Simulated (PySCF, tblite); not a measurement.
**C4H7NSeSi: geometry, infrared bands and NMR shifts**

What infrared bands and NMR shifts should C4H7NSeSi (`[SiH3]Nc1ccc[se]1`) show?

Computed with tblite 0.8.0 and PySCF 2.14.0, with density-fitted response routines of our own, on a single molecule in the gas phase. Atoms count from 0, in the outputs and in this text.

### Step 1. The molecule as given

14 atoms, charge 0, multiplicity 1; geometry from: force field or distance geometry start.

Bonds of the start (Å): Si0–N1 1.79, N1–C2 1.46, C2–C3 1.35, C3–C4 1.34, C4–C5 1.35, C5–Se6 1.99, Se6–C2 2.01, Si0–H7 1.47, Si0–H8 1.49, Si0–H9 1.46, N1–H10 1.04, C3–H11 1.13, C4–H12 1.13, C5–H13 1.09.

### Step 2. Optimising the geometry with GFN2-xTB

What the job is given:

```
{"job": {"kind": "relax", "xc": "GFN2-xTB", "basis": "xTB"}, "charge": 0, "multiplicity": 1}
Si    -2.606200     0.078000     0.546000
N     -1.357400    -0.194200    -0.702600
C      0.017700    -0.052100    -0.231000
C      1.138600    -0.195300    -0.971800
C      2.345000    -0.038500    -0.418700
C      2.501400     0.294700     0.875900
Se     0.657300     0.436900     1.613700
H     -3.311900     1.354000     0.384900
H     -3.578300    -1.040900     0.397000
H     -1.975600     0.013900     1.863600
H     -1.579700    -0.454300    -1.680800
H      1.027300    -0.484300    -2.057500
H      3.275900    -0.170300    -1.047500
H      3.445000     0.451900     1.406400
```

On the command line:

```console
OMP_NUM_THREADS=1 python probes_run.py task.json out
```

This one command runs all jobs of the session in turn.

**Question.** This job is followed by: GFN2-xTB harmonic vibrations, gas phase; GIAO PBE0/pcSseg-1 NMR shielding, non-relativistic, gas phase. Predict these results of the whole session: strongest single infrared mode (GFN2-xTB); zero-point energy (GFN2-xTB); ¹³C shifts against TMS (PBE0/pcSseg-1); ¹H shifts against TMS (PBE0/pcSseg-1, means over atoms taken as alike); ²⁹Si shifts against TMS (PBE0/pcSseg-1); ¹⁵N shifts against NH3 (PBE0/pcSseg-1); ⁷⁷Se shifts against Me2Se (PBE0/pcSseg-1).

**Answer**, as computed:

```
                                                              quantity                             value
                             strongest single infrared mode (GFN2-xTB)             2215 cm⁻¹, 358 km/mol
                                          zero-point energy (GFN2-xTB)                     58.4 kcal/mol
                                ¹³C shifts against TMS (PBE0/pcSseg-1)    172.0, 134.2, 124.4, 108.8 ppm
¹H shifts against TMS (PBE0/pcSseg-1, means over atoms taken as alike)  6.93, 6.69, 6.10, 4.78, 3.74 ppm
                               ²⁹Si shifts against TMS (PBE0/pcSseg-1)                         -61.8 ppm
                                ¹⁵N shifts against NH3 (PBE0/pcSseg-1)                          66.8 ppm
                             ⁷⁷Se shifts against Me2Se (PBE0/pcSseg-1)                           469 ppm
```

**Reading.** Relaxing lowered the energy by 1.046 eV in 92 steps; the close pair that moved most is C2–Se6, from 2.013 to 1.877 Å. No mode is imaginary among the 36: a minimum at this level. The strongest single mode, at 2215 cm⁻¹, moves mainly H7 and H9. Unscaled tight-binding wavenumbers are off by several per cent, some by more. Its intensities can rank the bands wrongly. At PBE0/pcSseg-1: Shielding is most anisotropic at Se6 (span 513 ppm, paramagnetic term -1708 ppm). NICS(1)zz of -20 ppm above the planar ring from C2 marks a diatropic (aromatic) ring current. Spin-orbit coupling is left out, which matters for shieldings and couplings at and beside the heavy atoms.
